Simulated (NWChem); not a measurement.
# PBE0/6-31G(d) (spherical functions) run of AlHSF2 (SMILES [F][Al]([F])[SH])

What is the electronic atomisation energy of AlHSF2 at PBE0/6-31G* (spherical functions)? 

The calculation is run with NWChem 7.3.0.

## 1. Starting point

The species is AlHSF2 (5 atoms), meant as a singlet with charge 0. SMILES: `[F][Al]([F])[SH]`. The coordinates come from a PBE0-D4/def2-TZVP relaxation.

Bond lengths: F1–Al2 1.638 Å, Al2–F3 1.635 Å, Al2–S4 2.153 Å, S4–H5 1.346 Å. Angles: F1–Al2–F3 119.3°, F1–Al2–S4 121.0°, F3–Al2–S4 119.7°, Al2–S4–H5 91.6°.

## 2. The energy at PBE0/6-31G(d) (spherical functions) (run 1)

Contents of m1.nw:

```
start m1
memory stack 880 mb heap 220 mb global 1100 mb

geometry noautosym nocenter noautoz
 F     0.892200    0.387900    1.495500
 Al    0.340300   -0.464700    0.211000
 F     0.820600   -2.015600    0.014600
 S    -1.003400    0.425700   -1.216000
 H    -0.999700    1.593000   -0.546400
end

basis spherical bse
 * library 6-31G*
end

dft
 xc pbe0
 grid fine
 convergence energy 1e-08
 maxiter 100
 mulliken
 print low
end

task dft energy
```

Run with:

```bash
$ nwchem m1.nw > m1.out
```

The program printed:

```text
[...]
 d= 0,ls=0.0,diis     1   -840.5067687934 -1.04D+03  2.07D-02  9.20D-01     1.3
[...]
 d= 0,ls=0.0,diis    10   -840.6109243221 -1.58D-10  2.16D-07  1.02D-10     9.4
         Total DFT energy =     -840.610924322125
      One electron energy =    -1565.727303196073
           Coulomb energy =      590.628257590163
    Exchange-Corr. energy =      -65.408751611312
 Nuclear repulsion energy =      199.896872895097
[...]
      Total Density - Mulliken Population Analysis
     ---------------------------------------------
    Atom       Charge   Shell Charges
 -----------   ------   -------------------------------------------------------
    1 F    9     9.46   2.00  0.92  3.30  1.05  2.18  0.01
    2 Al  13    11.92   2.00  2.00  5.97  0.60  0.90 -0.00  0.14  0.32
    3 F    9     9.46   2.00  0.92  3.30  1.05  2.18  0.01
    4 S   16    16.30   2.00  2.00  5.97  1.34  3.09  0.53  1.33  0.04
    5 H    1     0.86   0.49  0.37
[...]
```

It took 10 s on 1 thread of Intel Xeon Platinum 8488C (Sapphire Rapids), shared host; peak memory 0.11 GiB.

## 3. The Al atom, same level (run 2)

Contents of al.nw:

```
START al
TITLE "Al PBE0"
memory total 2200 mb

GEOMETRY units angstrom noautosym nocenter noautoz
  Al       0.000000       0.000000       0.000000
END

BASIS spherical bse
  Al library 6-31G*
END

DFT
  xc pbe0
  mult 2
  grid fine
  convergence energy 1e-08
  maxiter 100
  mulliken
  print low
END

TASK dft energy
```

Run the same way, it converges to -242.22978 Eh (log not shown).

Runs 3 to 4 aren't shown in full; the table further down has their settings and results.

## 4. The S atom, same level (run 5)

Contents of geom.xyz:

```xyz
1
S PBE0
S      0.000000     0.000000     0.000000
```

Contents of geom.nw:

```
start geom
title "S PBE0"
memory total 2200 mb

geometry units angstrom noautosym nocenter noautoz
   load format xyz geom.xyz
end

basis spherical bse
   * library 6-31G*
end

dft
   xc pbe0
   mult 3
   grid fine
   convergence energy 1e-08
   iterations 100
   mulliken
   noprint "final vectors analysis"
end

task dft
```

Run the same way, it converges to -397.94477 Eh (log not shown).

## 5. The series

```csv
run,level,partner,energy (Eh),wall time
1,PBE0/6-31G* (spherical functions),base,-840.610924,10 s
2,UPBE0/6-31G* (spherical functions),atoms,-242.229781,1.2 s
3,UPBE0/6-31G* (spherical functions),atoms,-99.623540,0.77 s
4,UPBE0/6-31G* (spherical functions),atoms,-0.499109,0.69 s
5,UPBE0/6-31G* (spherical functions),atoms,-397.944773,1.3 s
```

## 6. Summary of results

At PBE0/6-31G* (spherical functions):

| quantity | value |
| --- | --- |
| S atom: total energy | -397.94477 Eh |
| S atom: ⟨S²⟩ | 2.002 |
| electronic atomisation energy | 18.781 eV |

In words: Taking the molecule apart into free atoms costs 18.78 eV (1812 kJ/mol), before zero-point energy and without spin-orbit coupling. All runs together took 14 s, the longest 10 s.
